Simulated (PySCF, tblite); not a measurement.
# C₆H₁₁NOSi: geometry, infrared bands and NMR shifts

Aim: predict the infrared bands and NMR shifts of C₆H₁₁NOSi (`C=NC(=O)/C=C\[SiH](C)C`).

Computed with tblite 0.8.0 and PySCF 2.14.0, with density-fitted response routines of our own, on a single molecule in the gas phase. Atoms count from 0, in the outputs and in this text.

## 1. Starting geometry

20 atoms, charge 0, multiplicity 1; geometry from: force field or distance geometry start.

Bonds of the start (Å): C0–N1 1.29, N1–C2 1.41, C2–O3 1.25, C2–C4 1.45, C4–C5 1.32, C5–Si6 1.83, Si6–C7 1.87, Si6–C8 1.87, C0–H9 1.09, C0–H10 1.09, C4–H11 1.08, C5–H12 1.08, Si6–H13 1.46, C7–H14 1.10, C7–H15 1.10, C7–H16 1.12, C8–H17 1.12, C8–H18 1.10, C8–H19 1.12.

## 2. Optimising the geometry with GFN2-xTB

Job settings and geometry (Å):

```
{"job": {"kind": "relax", "xc": "GFN2-xTB", "basis": "xTB"}, "charge": 0, "multiplicity": 1}
C      4.006300     0.344800    -0.422400
N      3.079500     0.955400     0.244300
C      1.738200     0.518100     0.248700
O      1.063700     0.667000     1.295600
C      1.205600    -0.045900    -0.973300
C     -0.028300    -0.483800    -1.142500
Si    -1.196000    -0.389800     0.258600
C     -2.726700    -1.416000    -0.085900
C     -1.824200     1.349200     0.526300
H      5.008000     0.756200    -0.343100
H      3.782100    -0.522700    -1.036500
H      1.870000    -0.114400    -1.824500
H     -0.379800    -0.902900    -2.078000
H     -0.666100    -0.891500     1.525300
H     -2.920800    -1.448300    -1.169500
H     -3.551000    -1.008700     0.514700
H     -2.494000    -2.439300     0.314700
H     -2.239400     1.400200     1.566200
H     -1.061500     2.114500     0.342400
H     -2.670700     1.568700    -0.174000
```

Command:

```sh
OMP_NUM_THREADS=1 python probes_run.py task.json out
```

The driver reads the jobs from task.json and runs them one after another.

What it wrote:

```text
step      E/eV     max force
  0    -736.44096    2.822
  1    -736.63430    3.013
  2    -736.76350    0.598
  3    -736.82130    0.524
  4    -736.88985    0.561
  5    -736.92186    0.439
  6    -736.95280    0.421
  7    -736.97375    0.596
  8    -736.99097    0.386
  9    -737.00303    0.351
 10    -737.01412    0.303
 11    -737.02688    0.330
 12    -737.03879    0.269
 13    -737.05120    0.337
 14    -737.06570    0.319
 15    -737.08223    0.373
 16    -737.10120    0.387
 17    -737.12132    0.393
 18    -737.13972    0.345
 19    -737.15539    0.315
 20    -737.16924    0.235
 21    -737.18104    0.274
 22    -737.19013    0.348
 23    -737.18688    0.694
 24    -737.20051    0.149
 25    -737.20410    0.132
 26    -737.21672    0.177
 27    -737.22317    0.215
 28    -737.23056    0.186
 29    -737.23591    0.175
 30    -737.24079    0.182
 31    -737.24477    0.181
 32    -737.24741    0.122
 33    -737.24927    0.100
 34    -737.25074    0.114
 35    -737.25275    0.132
 36    -737.25578    0.129
 37    -737.25898    0.126
 38    -737.26191    0.115
 39    -737.26471    0.139
 40    -737.26764    0.136
 41    -737.27060    0.109
 42    -737.27339    0.104
 43    -737.27611    0.128
 44    -737.27918    0.156
 45    -737.28232    0.179
 46    -737.28467    0.237
 47    -737.28726    0.102
 48    -737.28910    0.083
 49    -737.29051    0.094
 50    -737.29248    0.088
 51    -737.29390    0.086
 52    -737.29501    0.077
 53    -737.29596    0.074
 54    -737.29696    0.082
 55    -737.29799    0.084
 56    -737.29894    0.100
 57    -737.29971    0.074
 58    -737.30029    0.065
 59    -737.30080    0.059
 60    -737.30133    0.072
 61    -737.30196    0.097
 62    -737.30263    0.087
 63    -737.30331    0.068
 64    -737.30393    0.059
 65    -737.30472    0.094
 66    -737.30580    0.104
 67    -737.30719    0.107
 68    -737.30828    0.071
 69    -737.30898    0.106
 70    -737.30952    0.062
 71    -737.30994    0.038
 72    -737.31020    0.035
 73    -737.31039    0.028
 74    -737.31059    0.028
 75    -737.31079    0.034
 76    -737.31101    0.033
 77    -737.31119    0.031
 78    -737.31135    0.025
 79    -737.31152    0.028
 80    -737.31169    0.032
 81    -737.31189    0.041
 82    -737.31212    0.051
 83    -737.31238    0.044
 84    -737.31262    0.031
 85    -737.31279    0.036
 86    -737.31291    0.033
 87    -737.31302    0.028
 88    -737.31313    0.023
 89    -737.31324    0.022
 90    -737.31334    0.028
 91    -737.31345    0.029
 92    -737.31358    0.028
 93    -737.31372    0.025
 94    -737.31385    0.020
 95    -737.31394    0.017
 96    -737.31402    0.018
 97    -737.31411    0.027
 98    -737.31425    0.043
 99    -737.31441    0.049
100    -737.31457    0.045
101    -737.31470    0.025
102    -737.31478    0.022
103    -737.31485    0.024
104    -737.31496    0.026
105    -737.31509    0.023
106    -737.31523    0.022
107    -737.31536    0.025
108    -737.31548    0.023
109    -737.31560    0.021
110    -737.31571    0.020
111    -737.31579    0.015
112    -737.31584    0.018
113    -737.31588    0.017
114    -737.31594    0.015
115    -737.31600    0.016
116    -737.31606    0.015
117    -737.31611    0.021
118    -737.31615    0.016
119    -737.31622    0.029
120    -737.31630    0.025
121    -737.31639    0.016
122    -737.31642    0.016
123    -737.31648    0.011
124    -737.31650    0.010
125    -737.31652    0.009
```

Wall time 1.1 s (1 thread of Arm Neoverse V1, shared host); peak memory 0.18 GiB.

Relaxation path: (not every step is listed)

```csv
step,energy from step 0 (eV),largest force (eV/Å)
0,0.0000,2.8222
1,-0.1933,3.0126
2,-0.3225,0.5976
3,-0.3803,0.5240
4,-0.4489,0.5613
5,-0.4809,0.4386
6,-0.5118,0.4211
7,-0.5328,0.5963
8,-0.5500,0.3859
19,-0.7144,0.3147
30,-0.7998,0.1815
41,-0.8296,0.1085
52,-0.8541,0.0770
63,-0.8623,0.0684
74,-0.8696,0.0285
85,-0.8718,0.0363
96,-0.8731,0.0182
107,-0.8744,0.0253
118,-0.8752,0.0157
120,-0.8753,0.0251
121,-0.8754,0.0161
122,-0.8755,0.0155
123,-0.8755,0.0110
124,-0.8755,0.0103
125,-0.8756,0.0090
```

Close pairs (by a distance rule), those that changed most:

```csv
bond,before (Å),after (Å),change (Å)
C5–Si6,1.826,1.903,+0.076
N1–C2,1.411,1.358,-0.052
C0–N1,1.295,1.246,-0.049
Si6–C7,1.875,1.914,+0.039
C7–H16,1.123,1.086,-0.037
C2–O3,1.254,1.218,-0.036
C8–H17,1.121,1.085,-0.035
Si6–C8,1.868,1.904,+0.035
```

The next job starts from the end point, and lists it.

## 3. Vibrational analysis with GFN2-xTB

Job settings and geometry (Å):

```
{"job": {"kind": "ir", "xc": "GFN2-xTB", "basis": "xTB"}, "charge": 0, "multiplicity": 1}
C      4.135850     0.451271    -0.138945
N      2.992949     0.888065    -0.372851
C      1.728920     0.445672    -0.144791
O      1.131577     0.645851     0.898076
C      1.084241    -0.146899    -1.325372
C     -0.174790    -0.560947    -1.218327
Si    -1.193498    -0.396900     0.380238
C     -2.767146    -1.401961    -0.039069
C     -1.766498     1.398047     0.651460
H      4.988665     1.045867    -0.442408
H      4.338496    -0.503430     0.347953
H      1.683122    -0.227573    -2.223331
H     -0.641369    -1.009568    -2.084961
H     -0.579975    -1.067166     1.529257
H     -3.314519    -0.973301    -0.873798
H     -3.444152    -1.429758     0.808547
H     -2.533571    -2.430726    -0.297469
H     -2.449000     1.447662     1.494094
H     -0.932185     2.057031     0.859342
H     -2.292265     1.779439    -0.220379
```

What it wrote:

```text
mode    cm-1     km/mol
  1      40.0      3.46
  2      76.7      5.50
  3      84.1      0.65
  4     103.3      2.52
  5     126.3     16.26
  6     135.0      0.03
  7     148.4     23.14
  8     175.3      7.55
  9     203.8      5.19
 10     238.2     16.35
 11     288.0      3.11
 12     330.9     20.59
 13     408.5      5.61
 14     552.2     64.43
 15     598.7      9.01
 16     622.4     14.68
 17     652.1      6.97
 18     705.8     97.62
 19     719.4     44.69
 20     725.5     14.36
 21     750.7     11.74
 22     793.0     13.79
 23     809.3     35.58
 24     833.6    178.15
 25     843.6    115.36
 26     863.0    275.66
 27     920.5     18.04
 28     931.0      0.70
 29     983.1     10.86
 30    1118.1     11.11
 31    1135.7    160.71
 32    1158.2     48.93
 33    1312.8     36.44
 34    1362.6      8.53
 35    1383.1     10.70
 36    1426.9      2.16
 37    1477.1      0.09
 38    1485.8      0.83
 39    1502.5      0.02
 40    1508.2      0.06
 41    1626.5     37.75
 42    1675.8    231.81
 43    1813.6     96.69
 44    2233.9    270.93
 45    2935.8     55.04
 46    3024.0     14.68
 47    3034.4     55.84
 48    3034.8     21.49
 49    3036.3     38.96
 50    3038.2     15.56
 51    3045.8     10.69
 52    3052.6     37.79
 53    3056.6     63.24
 54    3075.5     19.57
```

It took 0.92 s on 1 thread of Arm Neoverse V1, shared host; peak memory 0.18 GiB.

Which atoms move in the most intense modes:

```csv
cm⁻¹,km/mol,atoms
706,97.6,"C7 27 %, Si6 24 %"
834,178.2,"H16 28 %, Si6 15 %, H14 15 %, H13 11 %"
844,115.4,"H19 26 %, H18 25 %, C8 12 %, H14 12 %"
863,275.7,"H17 22 %, H18 16 %, H15 14 %, Si6 13 %"
1136,160.7,"H11 36 %, C2 29 %"
1676,231.8,"C2 56 %, O3 32 %"
1814,96.7,"N1 52 %, C0 43 %"
2234,270.9,H13 97 %
```

## 4. Shielding tensors: PBE0/pcSseg-1

The job, as its differences from that of step 3:

```diff
@@ -1,2 +1,2 @@
-{"job": {"kind": "ir", "xc": "GFN2-xTB", "basis": "xTB"}, "charge": 0, "multiplicity": 1}
+{"job": {"kind": "nmr", "xc": "PBE0", "basis": "pcSseg-1"}, "charge": 0, "multiplicity": 1}
 C      4.135850     0.451271    -0.138945
```

Method: GIAO PBE0/pcSseg-1 NMR shielding, non-relativistic, gas phase.

What it wrote:

```text
coarse grid: 17112 points
cycle   1  E = -653.8633056012  dE =  1.181e+00  |g| = 8.955e-01  |ddm| = 4.017e+00
cycle   2  E = -653.2833035365  dE =  5.800e-01  |g| = 1.893e+00  |ddm| = 2.429e+00
cycle   3  E = -654.0134989018  dE = -7.302e-01  |g| = 3.189e-01  |ddm| = 1.952e+00
cycle   4  E = -654.0351587250  dE = -2.166e-02  |g| = 9.913e-02  |ddm| = 3.184e-01
cycle   5  E = -654.0365603540  dE = -1.402e-03  |g| = 5.526e-02  |ddm| = 8.253e-02
cycle   6  E = -654.0372067042  dE = -6.464e-04  |g| = 9.624e-03  |ddm| = 3.831e-02
cycle   7  E = -654.0372252804  dE = -1.858e-05  |g| = 3.954e-03  |ddm| = 1.098e-02
cycle   8  E = -654.0372289758  dE = -3.695e-06  |g| = 1.301e-03  |ddm| = 4.436e-03
final grid: 160472 points
cycle   9  E = -654.0986992347  dE = -2.399e-05  |g| = 1.279e-02  |ddm| = 2.765e-02
cycle  10  E = -654.0986169479  dE =  8.229e-05  |g| = 2.430e-02  |ddm| = 2.660e-02
cycle  11  E = -654.0987315169  dE = -1.146e-04  |g| = 3.378e-03  |ddm| = 1.928e-02
cycle  12  E = -654.0987339427  dE = -2.426e-06  |g| = 4.070e-04  |ddm| = 2.639e-03
cycle  13  E = -654.0987339707  dE = -2.803e-08  |g| = 2.128e-04  |ddm| = 5.197e-04
cycle  14  E = -654.0987339802  dE = -9.466e-09  |g| = 5.969e-05  |ddm| = 1.769e-04
cycle  15  E = -654.0987339810  dE = -7.847e-10  |g| = 1.218e-05  |ddm| = 4.979e-05
converged SCF energy = -654.0987339810

GIAO shielding tensors (ppm)
atom      isotropic    diamagn.    paramagn.     s11        s22        s33       span
  0 C       37.269     253.177    -215.907    -40.211      9.835    142.184    182.395
  1 N     -163.403     338.657    -502.059   -443.342   -173.019    126.153    569.496
  2 C        9.349     252.321    -242.971    -72.245     15.493     84.801    157.046
  3 O     -115.040     408.595    -523.635   -501.991   -165.507    322.378    824.369
  4 C       45.953     258.149    -212.197    -73.597     70.437    141.017    214.614
  5 C       18.104     262.751    -244.647   -108.970     -7.622    170.903    279.873
  6 Si     383.580     880.343    -496.763    365.650    379.234    405.856     40.206
  7 C      185.557     253.932     -68.375    179.897    185.094    191.679     11.782
  8 C      189.491     254.013     -64.522    183.429    187.049    197.996     14.567
  9 H       24.283      26.284      -2.001     23.136     24.293     25.421      2.286
 10 H       24.007      30.520      -6.514     22.114     23.218     26.688      4.574
 11 H       25.106      32.984      -7.878     22.768     23.474     29.078      6.310
 12 H       24.339      33.198      -8.858     19.991     24.384     28.643      8.652
 13 H       26.699      30.858      -4.159     22.606     26.772     30.720      8.114
 14 H       31.705      31.081       0.623     28.087     29.315     37.711      9.624
 15 H       31.729      29.608       2.120     27.349     29.292     38.545     11.196
 16 H       31.651      31.098       0.553     27.604     28.851     38.497     10.893
 17 H       31.465      30.128       1.337     27.308     28.622     38.463     11.155
 18 H       30.898      32.748      -1.850     25.041     29.918     37.735     12.693
 19 H       31.745      31.289       0.456     27.910     29.147     38.178     10.268
```

Wall time 46 s (1 thread of Arm Neoverse V1, shared host); peak memory 1 GiB.

The references, computed at this level on geometries of the same kind, shield at (ppm): 1H TMS 31.72, 13C TMS 186.9, 29Si TMS 349.2, 15N NH3 267.7, 17O H2O 336.1. Their shielding less the atom's gives the shift. The references are single molecules in the gas phase, so shifts against H2O, NH3, PH3, H3PO4 or CFCl3 are not on the usual liquid scales and can be off by tens of ppm. Atoms listed in one row are averaged.

```csv
atoms,environment,σ (ppm),δ (ppm),δ scaled to CDCl3
C2,amide carbonyl carbon,9.3,177.6,171.4
C5,β carbon of a C=C–C=O unit,18.1,168.8,162.9
C0,C=N carbon,37.3,149.7,144.1
C4,α carbon of a C=C–C=O unit,46.0,141.0,135.7
"C7, C8",methyl carbon bonded to Si,187.5,-0.6,-2.5
H10,hydrogen on a C=N carbon,24.01,7.71,7.37
H9,hydrogen on a C=N carbon,24.28,7.43,7.11
H12,hydrogen on a β carbon of a C=C–C=O unit,24.34,7.38,7.06
H11,hydrogen on an α carbon of a C=C–C=O unit,25.11,6.61,6.34
H13,hydrogen on a silicon bonded to 3 C,26.70,5.02,–
"H14, H15, H16, H17, H18, H19",hydrogen on a methyl carbon bonded to Si,31.53,0.19,0.28
N1,imine nitrogen,-163.4,431.1,–
O3,amide-type carbonyl oxygen,-115.0,451.1,–
Si6,"silicon bonded to 3 C, H",383.6,-34.4,–
```

The scaled column applies a straight-line fit of computed shieldings to shifts measured in CDCl3 (root-mean-square error 0.16 ppm for H, 1.9 ppm for C).

The run also stored atomic charges by several schemes (e):

```csv
atoms,Mulliken,IAO,Hirshfeld,ESP fit
C0,0.06,-0.08,0.05,0.13
N1,-0.42,-0.21,-0.10,-0.49
C2,0.50,0.42,0.18,0.82
O3,-0.43,-0.45,-0.21,-0.51
C4,-0.16,-0.20,-0.07,-0.41
C5,-0.37,-0.36,-0.10,-0.35
Si6,0.87,0.93,0.35,0.92
"C7, C8",-0.62,-0.72,-0.22,-0.74
```

Mayer bond orders: C0–N1 1.95, N1–C2 1.03, C2–O3 1.83, C2–C4 1.00, C4–C5 1.86, C5–Si6 0.81, Si6–C7 0.91, Si6–C8 0.97.

## 5. Results

| quantity | value |
| --- | --- |
| strongest single infrared mode (GFN2-xTB) | 863 cm⁻¹, 276 km/mol |
| zero-point energy (GFN2-xTB) | 96.1 kcal/mol |
| 13C shifts against TMS (PBE0/pcSseg-1, means over atoms taken as alike) | 177.6, 168.8, 149.7, 141.0, -0.6 ppm |
| 1H shifts against TMS (PBE0/pcSseg-1, means over atoms taken as alike) | 7.71, 7.43, 7.38, 6.61, 5.02, 0.19 ppm |
| 15N shifts against NH3 (PBE0/pcSseg-1) | 431.1 ppm |
| 17O shifts against H2O (PBE0/pcSseg-1) | 451.1 ppm |
| 29Si shifts against TMS (PBE0/pcSseg-1) | -34.4 ppm |

In words: The optimisation took 125 steps and gained 0.876 eV; among the close pairs (by a distance rule), C5–Si6 changed most, from 1.826 to 1.903 Å. No mode is imaginary among the 54: a minimum at this level. The strongest single mode, at 863 cm⁻¹, has its largest shares on H17, H18, H15 and Si6 (the list is cut at 4 atoms). Unscaled tight-binding wavenumbers are off by several per cent, some by more. Its intensities can rank the bands wrongly. At PBE0/pcSseg-1: The largest span, 824 ppm, is at O3, where the paramagnetic term is -524 ppm.
